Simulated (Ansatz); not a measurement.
# C₂H₆FInS: how energies converge with the basis set

An exercise on one series of results from a longer session: the logs are not shown, and one member is left open.

Computed with Ansatz 0.2.0, Gaussian basis. Level: one geometry, several basis sets.

Levels to be run: PBE0-D4/def2-SVP; ωB97M-V/def2-SVP; PBE0-D4/def2-QZVPP; ωB97M-V/def2-QZVPP; the functionals' def2-TZVPP values are taken from earlier runs.

### The relaxed structure

All runs share one geometry, relaxed beforehand with PBE0-D4 in a triple-zeta def2 set. In takes the def2 core potential; no spin-orbit term is included.

SMILES `FC[CH2][InH][SH]`, 11 atoms, charge 0, spin multiplicity 1.

Atoms are counted from 1 here; the program's logs count them from 0.

Bond lengths: F1–C2 1.426 Å, C2–C3 1.500 Å, C2–H6 1.091 Å, C2–H7 1.091 Å, C3–In4 2.177 Å, C3–H8 1.090 Å, C3–H9 1.090 Å, In4–S5 2.396 Å, In4–H10 1.713 Å, S5–H11 1.343 Å. Angles: F1–C2–C3 109.3°, F1–C2–H6 105.0°, F1–C2–H7 105.5°, C3–C2–H6 114.3°, C3–C2–H7 112.6°, H6–C2–H7 109.5°, C2–C3–In4 103.2°, C2–C3–H8 112.8°, C2–C3–H9 112.0°, In4–C3–H8 108.8°, In4–C3–H9 111.1°, H8–C3–H9 108.8°, C3–In4–S5 115.4°, C3–In4–H10 128.7°, S5–In4–H10 115.8°, In4–S5–H11 94.2°.

Set-up of the first run:

in.yaml reads:

```yaml
crystal:
  periodic: [false, false, false]
  atoms:
    - {symbol: F, position_ang: [-0.402066, 1.705250, 0.210986]}
    - {symbol: C, position_ang: [-0.072754, 0.843748, 1.298193]}
    - {symbol: C, position_ang: [0.259404, -0.519573, 0.767196]}
    - {symbol: In, position_ang: [0.639013, -0.151393, -1.344117]}
    - {symbol: S, position_ang: [-1.011787, -1.014632, -2.851241]}
    - {symbol: H, position_ang: [-0.945147, 0.870696, 1.953600]}
    - {symbol: H, position_ang: [0.774017, 1.316337, 1.798459]}
    - {symbol: H, position_ang: [-0.569359, -1.221638, 0.858678]}
    - {symbol: H, position_ang: [1.136946, -0.945156, 1.254507]}
    - {symbol: H, position_ang: [2.001252, 0.587619, -2.074021]}
    - {symbol: H, position_ang: [-1.809520, -1.471258, -1.872242]}
basis:
  gaussian: {orbitals: def2-SVP}
hamiltonian: {xc: pbe0, dispersion: d4}
output: {orbitals: {seedname: orbitals}}
```

Run with:

```console
$ ansatz run in.yaml --threads 4 --pin off --events-out ev --progress --plain --max-ram 10444MiB
```

Steps of the session up to this table: PBE0-D4 in def2-SVP; ωB97M-V in def2-SVP; PBE0-D4 in def2-QZVPP; ωB97M-V in def2-QZVPP.

One table of the session follows, with a row left open; its other results are not shown here.

It belongs to the step «Density functionals: the series». 

```
functional       basis  HOMO (eV)
   PBE0-D4    def2-SVP      -7.01
   PBE0-D4  def2-TZVPP      -7.16
   PBE0-D4  def2-QZVPP      -7.19
   ωB97M-V    def2-SVP      -9.17
   ωB97M-V  def2-TZVPP      -9.35
   ωB97M-V  def2-QZVPP          ?
```

Q: Estimate the row for ωB97M-V, def2-QZVPP from the others.

The run gave: HOMO (eV): -9.38. In the column «HOMO (eV)» it is the lowest.
